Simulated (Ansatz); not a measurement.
# C2H5BOS: up Jacob's ladder to CCSD(T)

Aim: compute C2H5BOS with functionals from several rungs and with coupled cluster, and see how far each lands from CCSD(T) at the basis-set limit for the atomisation energy.

The runs use Ansatz 0.2.0, Gaussian basis; functionals in def2-TZVPP, the program's frozen cores in correlated methods.

Plan: PBE-D4, r2SCAN-D4, PBE0-D4, B3LYP-D4, ωB97X-V, ωB97M-V, B2PLYP; CCSD(T)/def2-TZVPP; MP2/def2-QZVPP; extrapolation to the limit.

## (1) The geometry

The geometry comes from an earlier relaxation with PBE0-D4 in a triple-zeta def2 set; it is a stationary point, not always the lowest conformer.

SMILES `OC1CBS1`, 10 atoms, charge 0, spin multiplicity 1.

Atoms are counted from 1 here; the program's logs count them from 0.

Bond lengths: O1–C2 1.381 Å, O1–H6 0.962 Å, C2–C3 1.526 Å, C2–S5 1.884 Å, C2–H7 1.094 Å, C3–B4 1.571 Å, C3–H8 1.096 Å, C3–H9 1.093 Å, B4–S5 1.783 Å, B4–H10 1.190 Å. Angles: C2–O1–H6 109.6°, O1–C2–C3 113.3°, O1–C2–S5 116.7°, O1–C2–H7 112.1°, C3–C2–S5 93.7°, C3–C2–H7 113.2°, S5–C2–H7 106.5°, C2–C3–B4 93.4°, C2–C3–H8 108.8°, C2–C3–H9 115.4°, B4–C3–H8 110.4°, B4–C3–H9 120.5°, H8–C3–H9 107.5°, C3–B4–S5 96.1°, C3–B4–H10 135.1°, S5–B4–H10 128.8°, C2–S5–B4 75.8°.

## (2) PBE-D4 (GGA)

Contents of in.yaml:

```yaml
crystal:
  periodic: [false, false, false]
  atoms:
    - {symbol: O, position_ang: [-1.623379, 0.842752, 0.328564]}
    - {symbol: C, position_ang: [-0.670526, 0.093557, -0.332908]}
    - {symbol: C, position_ang: [0.325267, -0.581977, 0.605485]}
    - {symbol: B, position_ang: [1.575096, -0.039768, -0.177422]}
    - {symbol: S, position_ang: [0.664476, 1.048790, -1.257247]}
    - {symbol: H, position_ang: [-2.257933, 1.189740, -0.305195]}
    - {symbol: H, position_ang: [-1.116850, -0.595612, -1.055684]}
    - {symbol: H, position_ang: [0.257356, -0.110056, 1.591850]}
    - {symbol: H, position_ang: [0.182158, -1.656443, 0.744786]}
    - {symbol: H, position_ang: [2.747432, -0.242083, -0.139129]}
basis:
  gaussian: {orbitals: def2-TZVPP}
hamiltonian: {xc: pbe, dispersion: d4}
output: {forces: true, orbitals: {seedname: orbitals}}
```

Started as:

```bash
$ ansatz run in.yaml --threads 4 --pin off --events-out ev --progress --plain --max-ram 10444MiB
```

The runs that follow: r2SCAN-D4 (meta-GGA); PBE0-D4 (hybrid); B3LYP-D4 (hybrid); ωB97X-V (range-separated); ωB97M-V (range-separated); B2PLYP (double hybrid); CCSD(T) in def2-TZVPP; MP2 in def2-QZVPP.

**Question.** What will the summary of the whole plan be? Wanted: atomisation energy, CCSD(T)/CBS; farthest; mean size of error, hybrid; mean size of error, range-separated; gap, smallest and largest; T1 diagnostic; triples share of the correlation energy.

As calculated:

```
                               quantity                                 value
        atomisation energy, CCSD(T)/CBS                         3895.0 kJ/mol
 functionals within 19.5 kJ/mol (0.5 %)                              B3LYP-D4
                               farthest                PBE-D4 (+136.1 kJ/mol)
             mean size of error, hybrid                           27.2 kJ/mol
    mean size of error, range-separated                           28.3 kJ/mol
              gap, smallest and largest  4.67 eV (PBE-D4), 11.29 eV (ωB97X-V)
                          T1 diagnostic                                0.0143
triples share of the correlation energy                                 4.3 %
```

PBE-D4 misses by +136.1 kJ/mol. Double hybrids carry the basis error of their MP2 part in triple zeta, and no dispersion term here, so their miss is partly the set-up's. The reference freezes the cores and leaves out relativity and excitations past (T), so misses under about 19.5 kJ/mol can't be ranked. Hartree-Fock recovers 72 % of the binding; the rest is correlation. The gap grows from 4.7 to 11.3 eV across the functionals, mostly with the share of exact exchange.
